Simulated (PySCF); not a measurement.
# Gd(SH)3: other functionals and bases at one geometry

One table from this session's results is given with a row withheld; the runs are named, their logs left out.

Program: PySCF 2.14.0. Level of theory: several levels, as the steps say, no spin–orbit coupling. These are calculated values, not measurements.

1 further run of the same task is left out (for a known fault of the program).

## Where the work starts

7 atoms, charge 0, spin multiplicity 1.

Bond lengths: Gd1–S2 2.601 Å, Gd1–S4 2.601 Å, Gd1–S6 2.601 Å, S2–H3 1.355 Å, S4–H5 1.355 Å, S6–H7 1.355 Å. Angles: S2–Gd1–S4 120.0°, S2–Gd1–S6 120.0°, S4–Gd1–S6 120.0°, Gd1–S2–H3 94.8°, Gd1–S4–H5 94.8°, Gd1–S6–H7 94.8°.

Coordinates:

```
Gd    0.0000    0.0000    0.9342
S     2.5681   -0.4113    0.9624
H     2.8945    0.9035    0.9544
S    -0.9278    2.4297    0.9624
H    -2.2298    2.0550    0.9544
S    -1.6403   -2.0184    0.9624
H    -0.6648   -2.9585    0.9544
```

Formal oxidation states: Gd +3. Each metal's 7 4f electrons lie in its core potential, so multiplicities, spins and levels count the valence alone. An earlier session relaxed this geometry at PBE0, Gd lcecp-1-SVP with ECP53, S def2-SVP, H def2-SVP (singlet, point group C3).

At PBE0 on the finer grid: E = -1231.637698 Eh, HOMO -7.40 eV, LUMO -2.46 eV, Mulliken charge on Gd1 +0.85 e, largest force component 0.005 eV/Å. 

Levels to run: PBE; B3LYP; PBE0, TZVP. Hardware: 2 threads of Arm Neoverse V2, shared host.

The first run:

The input, run.py (the lines that set the calculation):

```python
mol = gto.M(atom='''
Gd     0.00000     0.00000     0.93418
S      2.56808    -0.41133     0.96242
H      2.89452     0.90354     0.95443
S     -0.92782     2.42969     0.96242
H     -2.22975     2.05496     0.95443
S     -1.64026    -2.01836     0.96242
H     -0.66477    -2.95850     0.95443''',
    basis={'Gd': 'lcecp-1-SVP', 'S': 'def2-SVP', 'H': 'def2-SVP'},
    ecp={'Gd': 'lcecp-1-SVP'},
    charge=0, spin=0)
mf = dft.RKS(mol, xc='PBE')
mf.grids.atom_grid = (75, 302)  # f atoms: unpruned, at least (60, 302)
mf = mf.density_fit()  # fitting sets: Gd AutoAux, S def2-universal-JKFIT, H def2-universal-JKFIT
mf.conv_tol = 1e-08; mf.max_cycle = 55
mf.kernel(dm0)  # dm0: the density of the relaxed state
```

Command:

```
$ OMP_NUM_THREADS=2 python run.py
```

Steps of the session up to this table: PBE; B3LYP; PBE0, TZVP.

One table of the session follows, with a row left open; its other results are not shown here.

```
              level  HOMO (eV)  gap (eV)  charge on Gd1 (e)  dipole (D)  largest force component (eV/Å)
PBE0 (relaxed here)      -7.40      4.94               0.85        0.19                            0.01
                PBE      -6.21      3.08               0.68        0.17                            0.30
              B3LYP          ?         ?                  ?           ?                               ?
         PBE0, TZVP      -7.47      5.00               1.27        0.19                            0.21
```

Q: Estimate the row for B3LYP from the others.

**Answer.** HOMO (eV): -7.10; gap (eV): 4.36; charge on Gd1 (e): 0.76; dipole (D): 0.18; largest force component (eV/Å): 0.20. In the column «HOMO (eV)» it lies between PBE0 (relaxed here) (-7.40) and PBE (-6.21).

In one basis the HOMO–LUMO gap runs from 3.08 eV (PBE) to 4.94 eV (PBE0). The largest leftover force, 0.30 eV/Å with PBE, stands at a geometry relaxed at another level. With 4f in the core, its levels are missing from HOMO and gap, and its count is fixed, so no charge can pass from the ligands into it. Total energies of different levels can't be compared.
